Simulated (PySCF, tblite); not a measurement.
# C5H14SSi: infrared bands, NMR shifts and electronic excitations in gas and solvents

Aim: compute the infrared bands, NMR shifts and electronic excitations of C5H14SSi (`CC(C)CCS[SiH3]`), and see what a dielectric continuum does where one was used.

Programs: tblite 0.8.0 and PySCF 2.14.0, with density-fitted response routines of our own. Each step states its level of theory. These are calculated values for one molecule, in the gas phase or a continuum, unless marked as measured. Atoms are numbered from 0 throughout.

### Step 1. The starting structure

21 atoms, charge 0, multiplicity 1; geometry from: force field or distance geometry start.

Bonds of the start (Å): C0–C1 1.49, C1–C2 1.50, C1–C3 1.53, C3–C4 1.50, C4–S5 1.83, S5–Si6 2.16, C0–H7 1.12, C0–H8 1.12, C0–H9 1.12, C1–H10 1.12, C2–H11 1.12, C2–H12 1.12, C2–H13 1.10, C3–H14 1.11, C3–H15 1.13, C4–H16 1.11, C4–H17 1.10, Si6–H18 1.50, Si6–H19 1.46, Si6–H20 1.45.

### Step 2. Optimising the geometry with GFN2-xTB

Job settings and geometry (Å):

```
{"job": {"kind": "relax", "xc": "GFN2-xTB", "basis": "xTB"}, "charge": 0, "multiplicity": 1}
C     -1.960800    -0.879900    -1.014500
C     -1.306600     0.313100    -0.398800
C     -2.067200     0.941400     0.736700
C      0.028500    -0.170900     0.178800
C      0.801300    -0.721300    -0.986600
S      2.442200    -1.364000    -0.504700
Si     3.523000     0.391200     0.149800
H     -1.557200    -1.808300    -0.530600
H     -1.656700    -0.906000    -2.093900
H     -3.070200    -0.870400    -0.898700
H     -1.108300     1.081300    -1.187500
H     -1.367000     1.575500     1.338400
H     -2.800600     1.652400     0.281500
H     -2.550400     0.166700     1.350100
H      0.534600     0.673800     0.683900
H     -0.170000    -1.036800     0.871000
H      0.948900     0.141800    -1.670700
H      0.215900    -1.512000    -1.486200
H      3.296900     0.430000     1.634100
H      2.883900     1.559500    -0.453900
H      4.930800     0.359800    -0.175500
```

Command:

```
> OMP_NUM_THREADS=1 python probes_run.py task.json out
```

This one command runs all jobs of the session in turn.

What it wrote:

```text
step      E/eV     max force
  0    -621.27038    1.672
  1    -621.45927    0.909
  2    -621.55226    0.670
  3    -621.61639    0.563
  4    -621.67599    0.507
  5    -621.71212    0.410
  6    -621.74201    0.442
  7    -621.76296    0.293
  8    -621.77498    0.239
  9    -621.78497    0.244
 10    -621.79637    0.335
 11    -621.80815    0.265
 12    -621.81770    0.203
 13    -621.82472    0.173
 14    -621.83157    0.237
 15    -621.83855    0.223
 16    -621.84393    0.155
 17    -621.84780    0.124
 18    -621.85166    0.155
 19    -621.85664    0.204
 20    -621.86179    0.168
 21    -621.86532    0.134
 22    -621.86755    0.108
 23    -621.86990    0.152
 24    -621.87330    0.211
 25    -621.87771    0.192
 26    -621.88212    0.160
 27    -621.88568    0.149
 28    -621.88860    0.147
 29    -621.89135    0.155
 30    -621.89418    0.128
 31    -621.89728    0.168
 32    -621.90060    0.206
 33    -621.90362    0.172
 34    -621.90569    0.089
 35    -621.90679    0.065
 36    -621.90756    0.080
 37    -621.90854    0.097
 38    -621.90970    0.102
 39    -621.91078    0.126
 40    -621.91197    0.089
 41    -621.91328    0.087
 42    -621.91460    0.100
 43    -621.91576    0.108
 44    -621.91664    0.089
 45    -621.91725    0.054
 46    -621.91790    0.064
 47    -621.91868    0.069
 48    -621.91951    0.076
 49    -621.92021    0.058
 50    -621.92073    0.055
 51    -621.92115    0.055
 52    -621.92158    0.054
 53    -621.92205    0.059
 54    -621.92259    0.057
 55    -621.92323    0.049
 56    -621.92367    0.044
 57    -621.92404    0.038
 58    -621.92427    0.034
 59    -621.92446    0.029
 60    -621.92464    0.031
 61    -621.92479    0.026
 62    -621.92491    0.020
 63    -621.92501    0.024
 64    -621.92512    0.021
 65    -621.92523    0.022
 66    -621.92533    0.026
 67    -621.92542    0.024
 68    -621.92555    0.031
 69    -621.92573    0.033
 70    -621.92596    0.035
 71    -621.92618    0.035
 72    -621.92635    0.035
 73    -621.92650    0.036
 74    -621.92671    0.040
 75    -621.92701    0.053
 76    -621.92734    0.046
 77    -621.92761    0.037
 78    -621.92785    0.038
 79    -621.92808    0.040
 80    -621.92832    0.044
 81    -621.92853    0.030
 82    -621.92872    0.033
 83    -621.92890    0.037
 84    -621.92909    0.037
 85    -621.92925    0.031
 86    -621.92934    0.018
 87    -621.92938    0.015
 88    -621.92941    0.016
 89    -621.92944    0.012
 90    -621.92945    0.007
```

It took 1.2 s on 1 thread of Arm Neoverse N1, shared host; peak memory 0.18 GiB.

Along the way: (not every step is listed)

| step | energy from step 0 (eV) | largest force (eV/Å) |
| --- | --- | --- |
| 0 | 0.0000 | 1.6722 |
| 1 | -0.1889 | 0.9086 |
| 2 | -0.2819 | 0.6701 |
| 3 | -0.3460 | 0.5626 |
| 4 | -0.4056 | 0.5071 |
| 5 | -0.4417 | 0.4096 |
| 6 | -0.4716 | 0.4422 |
| 7 | -0.4926 | 0.2927 |
| 8 | -0.5046 | 0.2386 |
| 15 | -0.5682 | 0.2228 |
| 22 | -0.5972 | 0.1081 |
| 29 | -0.6210 | 0.1553 |
| 36 | -0.6372 | 0.0801 |
| 43 | -0.6454 | 0.1075 |
| 50 | -0.6504 | 0.0554 |
| 57 | -0.6537 | 0.0376 |
| 64 | -0.6547 | 0.0210 |
| 71 | -0.6558 | 0.0345 |
| 78 | -0.6575 | 0.0378 |
| 85 | -0.6589 | 0.0310 |
| 86 | -0.6590 | 0.0177 |
| 87 | -0.6590 | 0.0154 |
| 88 | -0.6590 | 0.0164 |
| 89 | -0.6591 | 0.0124 |
| 90 | -0.6591 | 0.0071 |

Close pairs (by a distance rule), those that changed most:

| bond | before (Å) | after (Å) | change (Å) |
| --- | --- | --- | --- |
| Si6–H18 | 1.502 | 1.460 | -0.042 |
| C0–H8 | 1.122 | 1.087 | -0.035 |
| C0–H7 | 1.122 | 1.088 | -0.034 |
| C3–H15 | 1.126 | 1.092 | -0.034 |
| C0–C1 | 1.493 | 1.527 | +0.033 |
| C2–H11 | 1.120 | 1.088 | -0.032 |
| C2–H12 | 1.118 | 1.088 | -0.031 |
| C0–H9 | 1.115 | 1.088 | -0.028 |

The next job starts from the end point, and lists it.

### Step 3. Infrared spectrum with GFN2-xTB

Job settings and geometry (Å):

```
{"job": {"kind": "ir", "xc": "GFN2-xTB", "basis": "xTB"}, "charge": 0, "multiplicity": 1}
C     -2.162158    -0.812932    -1.014575
C     -1.294877     0.269414    -0.376902
C     -2.022294     0.884169     0.817834
C      0.064302    -0.280440     0.074571
C      0.954624    -0.685591    -1.087145
S      2.593378    -1.289983    -0.540335
Si     3.510214     0.492490     0.210522
H     -2.319762    -1.631764    -0.315993
H     -1.699491    -1.210557    -1.913871
H     -3.132499    -0.404005    -1.287568
H     -1.117851     1.057062    -1.118803
H     -1.431558     1.682489     1.262035
H     -2.979290     1.298541     0.508946
H     -2.205752     0.127666     1.577878
H      0.577000     0.491947     0.654878
H     -0.085778    -1.142288     0.728628
H      1.117415     0.148201    -1.770962
H      0.531220    -1.521805    -1.640540
H      3.054837     0.759063     1.572137
H      3.107780     1.577891    -0.677415
H      4.931620     0.207377     0.159337
```

What it wrote:

```text
mode    cm-1     km/mol
  1      27.8      1.03
  2      56.4      1.53
  3      91.3      0.12
  4     112.2      0.66
  5     153.1      2.80
  6     184.4      0.31
  7     205.2      0.09
  8     234.9      0.04
  9     283.9      0.75
 10     373.7      0.78
 11     413.1      1.12
 12     453.2      2.14
 13     514.5     45.48
 14     537.3     54.08
 15     560.5     43.55
 16     740.4     70.79
 17     747.1    136.48
 18     772.8    166.44
 19     782.9    346.21
 20     793.9    125.82
 21     879.5      1.19
 22     942.8      3.12
 23     947.9      3.09
 24     980.9      1.41
 25     996.2      0.91
 26    1077.3      1.08
 27    1083.0      0.34
 28    1148.3      2.02
 29    1184.7      7.70
 30    1202.0      4.32
 31    1230.7      9.04
 32    1266.1      1.22
 33    1303.1      0.90
 34    1339.4      6.58
 35    1353.4     11.17
 36    1410.2      6.05
 37    1423.1      2.29
 38    1453.1      0.46
 39    1484.0      0.08
 40    1497.9      0.30
 41    1501.1      1.62
 42    1505.8      2.27
 43    1512.2      4.98
 44    2282.6    304.45
 45    2300.3    159.12
 46    2377.4    219.13
 47    2921.4     40.95
 48    2955.1     36.61
 49    2967.6     14.08
 50    2983.1     34.69
 51    3011.0      7.08
 52    3027.9     24.35
 53    3029.8      1.31
 54    3033.4     75.19
 55    3035.4     46.95
 56    3039.4     57.28
 57    3047.7     32.77
```

It took 1.5 s on 1 thread of Arm Neoverse N1, shared host; peak memory 0.18 GiB.

The strongest bands and the atoms that carry them (share of the mass-weighted mode):

| cm⁻¹ | km/mol | atoms |
| --- | --- | --- |
| 747 | 136.5 | H20 42 %, H19 32 %, C4 12 % |
| 773 | 166.4 | H16 17 %, H17 16 %, H14 13 %, H18 13 % |
| 783 | 346.2 | H19 29 %, H18 27 %, H20 16 % |
| 794 | 125.8 | H18 49 %, H19 22 %, H20 13 % |
| 2283 | 304.4 | H18 78 %, H19 17 % |
| 2300 | 159.1 | H19 79 %, H18 18 % |
| 2377 | 219.1 | H20 97 % |
| 3033 | 75.2 | H9 38 %, H13 27 % |

### Step 4. Relaxing the molecule at PBE0-D3(BJ)/def2-SVP

Job settings and geometry (Å):

```
{"job": {"xc": "PBE0", "basis": "def2-SVP", "d3": "d3bj", "grid": 1, "shake": 0.01, "kind": "geom"}, "charge": 0, "multiplicity": 1}
C     -2.141750    -0.838490    -1.010390
C     -1.300550     0.264890    -0.379060
C     -2.042490     0.881850     0.809180
C      0.097530    -0.278180     0.071040
C      0.951810    -0.692270    -1.097700
S      2.589470    -1.285160    -0.542720
Si     3.519790     0.490490     0.210760
H     -2.304300    -1.626310    -0.321050
H     -1.701320    -1.205150    -1.894520
H     -3.135200    -0.406440    -1.277540
H     -1.126720     1.054140    -1.109980
H     -1.425750     1.683400     1.268740
H     -3.007570     1.308750     0.499350
H     -2.222440     0.130430     1.584880
H      0.572550     0.481180     0.655140
H     -0.086310    -1.128230     0.736100
H      1.119350     0.159320    -1.773020
H      0.521960    -1.515960    -1.634710
H      3.052690     0.751230     1.574430
H      3.082840     1.584790    -0.672500
H      4.915230     0.207990     0.149700
```

What it wrote:

```text
step   0  E = -885.80817376  max force = 0.046283
step   1  E = -885.81794948  max force = 0.007992
step   2  E = -885.81827489  max force = 0.001278
step   3  E = -885.81830227  max force = 0.000265
step   4  E = -885.81831762  max force = 0.000643
step   5  E = -885.81833336  max force = 0.000618
step   6  E = -885.81833926  max force = 0.000336
optimisation converged
```

It took 3 min on 1 thread of Arm Neoverse N1, shared host; peak memory 0.74 GiB.

Relaxation path:

```
step  energy from step 0 (eV)  largest force component (eV/Å)
   0                   0.0000                          2.3800
   1                  -0.2660                          0.4110
   2                  -0.2749                          0.0657
   3                  -0.2756                          0.0136
   4                  -0.2760                          0.0331
   5                  -0.2765                          0.0318
   6                  -0.2766                          0.0173
```

Distances of close pairs at the start and the end, largest changes first:

```
   bond  before (Å)  after (Å)  change (Å)
Si6–H20       1.425      1.491      +0.066
  C0–H8       1.054      1.100      +0.047
  C0–H7       1.059      1.103      +0.044
 C3–H14       1.069      1.104      +0.035
  C1–C3       1.566      1.532      -0.034
Si6–H18       1.465      1.495      +0.031
 C4–H17       1.073      1.100      +0.027
Si6–H19       1.473      1.497      +0.024
```

The next job starts from the end point, and lists it.

```
                         at the end point                value
  point group (found at 0.08 Å tolerance)                   C1
rotational constants (GHz, main isotopes)  3.320, 0.734, 0.635
                        dipole moment (D)                 1.78
```

### Step 5. NMR shieldings: PBE0/pcSseg-1

Job settings and geometry (Å):

```
{"job": {"kind": "nmr", "xc": "PBE0", "basis": "pcSseg-1"}, "charge": 0, "multiplicity": 1}
C     -1.773388    -0.699230    -0.797036
C     -0.941081     0.398555    -0.141490
C     -1.655988     0.963259     1.081011
C      0.461809    -0.081741     0.242711
C      1.331406    -0.476015    -0.938231
S      2.991223    -1.104869    -0.482772
Si     3.900993     0.661538     0.312698
H     -1.904381    -1.551791    -0.109786
H     -1.312556    -1.081070    -1.720319
H     -2.775620    -0.328419    -1.061301
H     -0.822973     1.220165    -0.873482
H     -1.088149     1.790464     1.534698
H     -2.655759     1.343607     0.820563
H     -1.785397     0.185818     1.852236
H      0.965291     0.722322     0.807031
H      0.385450    -0.936830     0.937209
H      1.450893     0.363810    -1.642033
H      0.885996    -1.308578    -1.502414
H      3.401737     1.044094     1.669444
H      3.664841     1.817430    -0.608003
H      5.357302     0.355987     0.405242
```

Method: GIAO PBE0/pcSseg-1 NMR shielding, non-relativistic, gas phase.

What it wrote:

```text
coarse grid: 17360 points
cycle   1  E = -886.0123239386  dE =  2.881e-01  |g| = 3.935e-01  |ddm| = 3.875e+00
cycle   2  E = -886.0062124081  dE =  6.112e-03  |g| = 4.327e-01  |ddm| = 8.454e-01
cycle   3  E = -886.0565957847  dE = -5.038e-02  |g| = 3.469e-02  |ddm| = 4.532e-01
cycle   4  E = -886.0568173243  dE = -2.215e-04  |g| = 1.910e-02  |ddm| = 6.830e-02
cycle   5  E = -886.0569060793  dE = -8.876e-05  |g| = 4.660e-03  |ddm| = 2.492e-02
cycle   6  E = -886.0569107319  dE = -4.653e-06  |g| = 1.230e-03  |ddm| = 5.095e-03
final grid: 154920 points
cycle   7  E = -886.1015536927  dE = -4.023e-05  |g| = 8.615e-03  |ddm| = 2.974e-02
cycle   8  E = -886.1015426997  dE =  1.099e-05  |g| = 1.073e-02  |ddm| = 1.809e-02
cycle   9  E = -886.1015726434  dE = -2.994e-05  |g| = 7.065e-04  |ddm| = 1.108e-02
cycle  10  E = -886.1015727652  dE = -1.219e-07  |g| = 2.384e-04  |ddm| = 1.128e-03
cycle  11  E = -886.1015727789  dE = -1.370e-08  |g| = 4.943e-05  |ddm| = 2.316e-04
cycle  12  E = -886.1015727794  dE = -5.271e-10  |g| = 1.964e-05  |ddm| = 6.016e-05
converged SCF energy = -886.1015727794

GIAO shielding tensors (ppm)
atom      isotropic    diamagn.    paramagn.     s11        s22        s33       span
  0 C      162.951     248.221     -85.270    148.035    156.024    184.793     36.757
  1 C      154.026     246.685     -92.659    147.100    152.815    162.163     15.064
  2 C      158.641     247.310     -88.668    138.475    151.406    186.043     47.568
  3 C      140.540     252.054    -111.514    116.699    134.417    170.503     53.804
  4 C      150.858     249.832     -98.974    129.141    154.103    169.329     40.187
  5 S      668.586    1056.461    -387.875    532.011    592.683    881.062    349.051
  6 Si     400.923     878.165    -477.242    346.107    390.271    466.392    120.285
  7 H       30.825      30.991      -0.167     27.651     28.464     36.359      8.708
  8 H       30.003      31.367      -1.364     24.438     30.012     35.559     11.122
  9 H       30.298      29.962       0.337     25.920     27.679     37.296     11.377
 10 H       30.138      33.719      -3.581     26.848     28.924     34.644      7.796
 11 H       30.227      30.669      -0.442     25.604     28.503     36.573     10.969
 12 H       30.200      29.608       0.592     25.742     27.597     37.262     11.520
 13 H       30.521      30.631      -0.110     27.300     28.475     35.788      8.489
 14 H       29.839      35.864      -6.025     23.350     31.471     34.695     11.345
 15 H       30.319      34.156      -3.837     26.306     31.898     32.752      6.446
 16 H       29.236      32.637      -3.401     23.090     30.514     34.104     11.014
 17 H       28.667      31.793      -3.126     21.173     29.720     35.107     13.934
 18 H       26.568      28.851      -2.283     22.516     25.435     31.754      9.238
 19 H       26.797      28.449      -1.652     23.658     24.605     32.128      8.469
 20 H       26.703      26.755      -0.053     23.189     24.130     32.789      9.600
```

Run time: 68 s. Hardware: 1 thread of Arm Neoverse N1, shared host; peak memory 0.91 GiB.

The references, computed at this level on geometries of the same kind, shield at (ppm): ¹H TMS 31.27, ¹³C TMS 184.4, ²⁹Si TMS 352.0, ³³S CS2 496. Their shielding less the atom's gives the shift. The references are single molecules in the gas phase. Atoms listed in one row are averaged.

```csv
atoms,environment,σ (ppm),δ (ppm),δ scaled to CDCl3
C3,sp3 CH2,140.5,43.9,42.1
C4,sp3 CH2 bonded to S,150.9,33.6,28.5
C1,sp3 CH,154.0,30.4,29.0
"C0, C2",methyl carbon,160.8,23.6,22.4
"H18, H19, H20",hydrogen on a silicon bonded to S,26.69,4.58,–
"H16, H17",hydrogen on an sp3 CH2 bonded to S,28.95,2.32,2.41
"H14, H15",hydrogen on an sp3 CH2,30.08,1.19,1.34
H10,hydrogen on an sp3 CH,30.14,1.13,1.29
"H7, H8, H9, H11, H12, H13",hydrogen on a methyl carbon,30.35,0.92,1.09
S5,"sulfur bonded to C, Si",669,-173,–
Si6,"silicon bonded to S, 3 H",400.9,-48.9,–
```

The scaled column applies a straight-line fit of computed shieldings to shifts measured in CDCl3, with any fitted terms for Cl, Br or S neighbours (root-mean-square error 0.21 ppm for H, 2.0 ppm for C).

Charges from the same density, by scheme (e):

```
 atoms  Mulliken    IAO  Hirshfeld  ESP fit
C0, C2     -0.23  -0.41      -0.11    -0.53
    C1     -0.38  -0.09      -0.02     0.38
    C3     -0.19  -0.25      -0.07     0.09
    C4     -0.35  -0.32      -0.06    -0.37
    S5     -0.25  -0.18      -0.09    -0.27
   Si6      0.42   0.51       0.28     0.27
```

Mayer bond orders: C0–C1 1.02, C1–C2 1.04, C1–C3 0.99, C3–C4 0.99, C4–S5 1.01, S5–Si6 0.98.

### Step 6. Ultraviolet spectrum: B3LYP/def2-SVPD

Same as in step 5 but for these lines:

```diff
@@ -1,2 +1,2 @@
-{"job": {"kind": "nmr", "xc": "PBE0", "basis": "pcSseg-1"}, "charge": 0, "multiplicity": 1}
+{"job": {"kind": "uv", "xc": "B3LYP", "basis": "def2-SVPD", "ip": true, "dynamic": true}, "charge": 0, "multiplicity": 1}
 C     -1.773388    -0.699230    -0.797036
```

Method: TDDFT B3LYP/def2-SVPD, vertical, gas phase, core orbitals frozen in the response.

What it wrote:

```text
coarse grid: 17360 points
cycle   1  E = -886.1996145916  dE =  1.986e-01  |g| = 4.339e-01  |ddm| = 6.956e+00
cycle   2  E = -886.1775114816  dE =  2.210e-02  |g| = 5.220e-01  |ddm| = 1.737e+00
cycle   3  E = -886.2544943146  dE = -7.698e-02  |g| = 4.628e-02  |ddm| = 9.080e-01
cycle   4  E = -886.2549456826  dE = -4.514e-04  |g| = 2.591e-02  |ddm| = 1.664e-01
cycle   5  E = -886.2551226984  dE = -1.770e-04  |g| = 6.376e-03  |ddm| = 5.379e-02
cycle   6  E = -886.2551325229  dE = -9.825e-06  |g| = 1.730e-03  |ddm| = 1.396e-02
final grid: 154920 points
cycle   7  E = -886.3675541595  dE = -5.501e-05  |g| = 5.052e-03  |ddm| = 1.940e-01
cycle   8  E = -886.3675498958  dE =  4.264e-06  |g| = 6.454e-03  |ddm| = 2.152e-02
cycle   9  E = -886.3675610514  dE = -1.116e-05  |g| = 3.733e-04  |ddm| = 1.089e-02
cycle  10  E = -886.3675610850  dE = -3.367e-08  |g| = 1.710e-04  |ddm| = 1.317e-03
cycle  11  E = -886.3675610925  dE = -7.502e-09  |g| = 4.393e-05  |ddm| = 3.817e-04
cycle  12  E = -886.3675610930  dE = -4.632e-10  |g| = 1.285e-05  |ddm| = 1.010e-04
converged SCF energy = -886.3675610930

Static polarisability (au): isotropic 113.650, principal 95.111 109.910 135.930

Singlet excitations
state   eV       nm        f      main configurations
  1   5.4147    229.0   0.00881   H->L 0.94
  2   5.8188    213.1   0.00904   H->L+1 0.61, H->L+2 0.33
  3   6.1135    202.8   0.00340   H->L+2 0.63, H->L+1 0.33
  4   6.6435    186.6   0.00248   H->L+3 0.39, H->L+6 0.32, H->L+4 0.24
  5   6.7297    184.2   0.00457   H->L+4 0.62, H->L+3 0.11, H->L+6 0.10
  6   6.7501    183.7   0.01810   H->L+5 0.60, H->L+3 0.18
  7   6.8354    181.4   0.00757   H->L+6 0.42, H->L+3 0.26, H->L+5 0.19
  8   7.0349    176.2   0.02392   H->L+7 0.68, H-1->L 0.18
  9   7.3383    169.0   0.05434   H-1->L 0.51, H->L+7 0.18, H->L+9 0.13
 10   7.5098    165.1   0.07243   H-1->L+1 0.59, H-1->L+2 0.28

Triplet excitations (Tamm-Dancoff, eV): 5.1030 5.3901 6.0094 6.3757
Vertical ionisation energy (delta-SCF) = 8.8347 eV
```

Run time: 4.2 min. Hardware: 1 thread of Arm Neoverse N1, shared host; peak memory 1.1 GiB.

Frontier orbitals and where they lie:

| orbital | eV | atoms |
| --- | --- | --- |
| HOMO−3 | -9.08 | C1 22 %, C0 14 %, C3 13 % |
| HOMO−2 | -8.96 | C1 18 %, C3 15 %, S5 9 % |
| HOMO−1 | -8.26 | S5 53 %, Si6 12 %, C4 11 % |
| HOMO | -6.66 | S5 69 %, Si6 10 %, C4 9 % |
| LUMO | -0.12 | S5 33 %, Si6 25 %, H19 10 % |
| LUMO+1 | 0.15 | Si6 19 %, S5 18 %, H20 9 % |
| LUMO+2 | 0.30 | Si6 31 %, S5 21 %, H19 9 % |

With each of the 10 states as a Gaussian band of 0.4 eV half-width at 1/e, the curve within the window shown has maxima at 218 nm (ε 600), 168 nm (ε 5,400) L/(mol cm). Beyond the last state computed it falls off for lack of states. The curve at chosen wavelengths:

(nm, ε (L/mol/cm)): (159, 2244), (163, 4207), (167, 5345), (171, 5098), (175, 4124), (179, 3167), (183, 2395), (186, 1880), (190, 1268), (194, 811), (198, 557), (202, 478), (206, 498), (210, 547), (214, 586), (218, 598), (222, 584), (226, 544), (230, 482), (233, 423), (237, 338), (241, 253), (245, 177), (249, 117), (253, 72), (257, 43)

Further results of this job:

```
           property  computed
  dipole moment (D)      1.83
polarisability (Å³)     16.84
 HOMO–LUMO gap (eV)      6.53
      −ε(HOMO) (eV)      6.65
C6 with itself (au)      4936
```

[end of part 1 of 2]
